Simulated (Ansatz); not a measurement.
# Sb (Sb, A15): the cost of one run

Program: Ansatz 0.2.0. Level of theory: DFT BLYP, plane waves (420 eV) with PAW, scalar-relativistic; the PAW data stem from PBE, with regenerated cores. These are calculated values, not measurements.

### Step 1. The system as given

It takes space group Pm-3n (No. 223, cubic). Conventional cell: a = 6.014 Å, b = 6.014 Å, c = 6.014 Å, α = 90.00°, β = 90.00°, γ = 90.00°. Sb (site symmetry m-3) is surrounded by 12 Sb at 3.36 Å. Sb (site symmetry -4m2) has 6 Sb at 3.01 to 3.36 Å as nearest neighbours.

As a file:

```xyz
8
Lattice="6.0135 0.0000 0.0000 0.0000 6.0135 0.0000 0.0000 0.0000 6.0135" Properties=species:S:1:pos:R:3 pbc="T T T"
Sb    0.0000    0.0000    0.0000
Sb    3.0068    3.0068    3.0068
Sb    1.5034    0.0000    3.0068
Sb    4.5101    0.0000    3.0068
Sb    3.0068    1.5034    0.0000
Sb    3.0068    4.5101    0.0000
Sb    0.0000    3.0068    1.5034
Sb    0.0000    3.0068    4.5101
```

### Step 2. Relaxation of the cell

Contents of input.yaml:

```yaml
crystal:
  lattice:
    - [6.0135035706, 0.0, 0.0]
    - [0.0, 6.0135035706, 0.0]
    - [0.0, 0.0, 6.0135035706]
  atoms:
    - { symbol: Sb, position: [0.0, 0.0, 0.0] }
    - { symbol: Sb, position: [0.5, 0.5, 0.5] }
    - { symbol: Sb, position: [0.25, 0.0, 0.5] }
    - { symbol: Sb, position: [0.75, 0.0, 0.5] }
    - { symbol: Sb, position: [0.5, 0.25, 0.0] }
    - { symbol: Sb, position: [0.5, 0.75, 0.0] }
    - { symbol: Sb, position: [0.0, 0.5, 0.25] }
    - { symbol: Sb, position: [0.0, 0.5, 0.75] }
hamiltonian:
  xc: blyp
  pseudopotentials:
    kind: paw
    azcp:
      Sb: "pseudopotentials/Sb.paw.azcp"
basis:
  ecutwfc: 420
  fft_grid_basis: typed
kpoints:
  mp_grid: { grid: [4, 4, 4], shift: [0, 0, 0] }
magnetization:
  spin_polarized: false
scf:
  occupations: { method: fermi_dirac, width: 0.1 }
relax:
  max_steps: 60
  f_tol: 0.01
  cell: {}
```

Command:

```bash
$ ansatz run input.yaml --threads 4 --pin off --max-ram 8192MiB --backend cpu --events-out ev --progress --plain --runs-dir out
```

What time and memory should one allow on 4 threads of Arm Neoverse V1, shared host?

About 13 s, with a peak of 0.79 GiB.
